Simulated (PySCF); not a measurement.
# C7H6O: the cost of one run

Program: PySCF 2.14.0. Level of theory: levels as typed in each script, gas phase, geometry from GFN2-xTB. These are calculated values, not measurements.

**1. Starting geometry**

SMILES `O=C1C=CC=CC=C1`, 14 atoms, charge 0, spin multiplicity 1.

Bond lengths: O1–C2 1.226 Å, C2–C3 1.461 Å, C2–C8 1.461 Å, C3–C4 1.351 Å, C3–H9 1.084 Å, C4–C5 1.421 Å, C4–H10 1.084 Å, C5–C6 1.357 Å, C5–H11 1.083 Å, C6–C7 1.421 Å, C6–H12 1.083 Å, C7–C8 1.351 Å, C7–H13 1.084 Å, C8–H14 1.084 Å. Angles: O1–C2–C3 119.3°, O1–C2–C8 119.3°, C3–C2–C8 121.4°, C2–C3–C4 131.4°, C2–C3–H9 111.3°, C4–C3–H9 117.3°, C3–C4–C5 129.6°, C3–C4–H10 116.2°, C5–C4–H10 114.2°, C4–C5–C6 128.2°, C4–C5–H11 114.9°, C6–C5–H11 116.9°, C5–C6–C7 128.2°, C5–C6–H12 116.9°, C7–C6–H12 114.9°, C6–C7–C8 129.6°, C6–C7–H13 114.2°, C8–C7–H13 116.2° and more.

Geometry (Å):

```
O     2.5450   -0.0001    0.0000
C     1.3195    0.0000    0.0000
C     0.6050    1.2744    0.0000
C    -0.7156    1.5581    0.0000
C    -1.8318    0.6784    0.0000
C    -1.8319   -0.6783    0.0000
C    -0.7157   -1.5581    0.0000
C     0.6049   -1.2745    0.0000
H     1.2941    2.1117    0.0000
H    -0.9794    2.6100    0.0000
H    -2.7978    1.1680    0.0000
H    -2.7980   -1.1678    0.0000
H    -0.9796   -2.6099    0.0000
H     1.2939   -2.1118    0.0000
```

**2. Removing and adding an electron (M06-2X/def2-svp)**

File input.py:

```python
import numpy as np
from pyscf import gto, scf, dft
from pyscf.scf import atom_ks, atom_hf
from scipy.linalg import block_diag

def solve(mol, dm0=None, hcore=None):
    mf = (dft.UKS if mol.spin else dft.RKS)(mol, xc='m062x')
    mf.grids.level = 3
    mf = mf.density_fit(auxbasis='def2-universal-jkfit')
    mf.conv_tol, mf.max_cycle = 1e-8, 80
    if hcore is not None:
        mf.get_hcore = lambda *args: hcore
    mf.kernel(dm0)
    if not mf.converged:
        mf = mf.newton().run(mf.mo_coeff, mf.mo_occ, max_cycle=30)
    assert mf.converged, 'SCF not converged'
    return mf

mol = gto.M(atom='''
O      2.54499    -0.00005     0.00000
C      1.31947     0.00001     0.00000
C      0.60503     1.27440     0.00000
C     -0.71555     1.55811     0.00000
C     -1.83180     0.67839     0.00000
C     -1.83187    -0.67826     0.00000
C     -0.71570    -1.55809     0.00000
C      0.60490    -1.27450     0.00000
H      1.29414     2.11167     0.00000
H     -0.97939     2.61000     0.00000
H     -2.79785     1.16803     0.00000
H     -2.79796    -1.16781     0.00000
H     -0.97964    -2.60995     0.00000
H      1.29394    -2.11184     0.00000
''', basis='def2-svp', charge=0, spin=0, verbose=4)
mf = solve(mol)
out = dict(e0=mf.e_tot, dm0=mf.make_rdm1(), c=mf.mo_coeff, occ=mf.mo_occ, eps=mf.mo_energy)
for name, dq, spin in [('cation', 1, 1), ('anion', -1, 1)]:
    ion = mol.copy().set(charge=mol.charge + dq, spin=spin).build()
    mi = solve(ion)
    if spin and dq > 0 and mol.nao < 130:
        c, _, stable, _ = mi.stability(return_status=True)
        if not stable:
            mi = solve(ion, mi.make_rdm1(c, mi.mo_occ))
    print(name, 'vertical energy change / eV', (mi.e_tot - mf.e_tot) * 27.211386)
    out.update({'e_' + name: mi.e_tot, 'dm_' + name: mi.make_rdm1(), 's2_' + name: mi.spin_square()[0], 'eps_' + name: mi.mo_energy, 'occ_' + name: mi.mo_occ})
# spherically averaged free atoms, for the promolecule
atm = atom_ks.get_atm_nrks(mol, xc='m062x')
pro = block_diag(*[(atm[a[0]][2] * atm[a[0]][3]) @ atm[a[0]][2].T for a in mol._atom])
np.savez('result.npz', pro=pro, **out)
```

Run with:

```
OMP_NUM_THREADS=1 python input.py
```

What time and memory should one allow on 1 thread of Intel Xeon 6975P-C (Granite Rapids), shared host?

About 2.1 min, with a peak of 0.84 GiB.
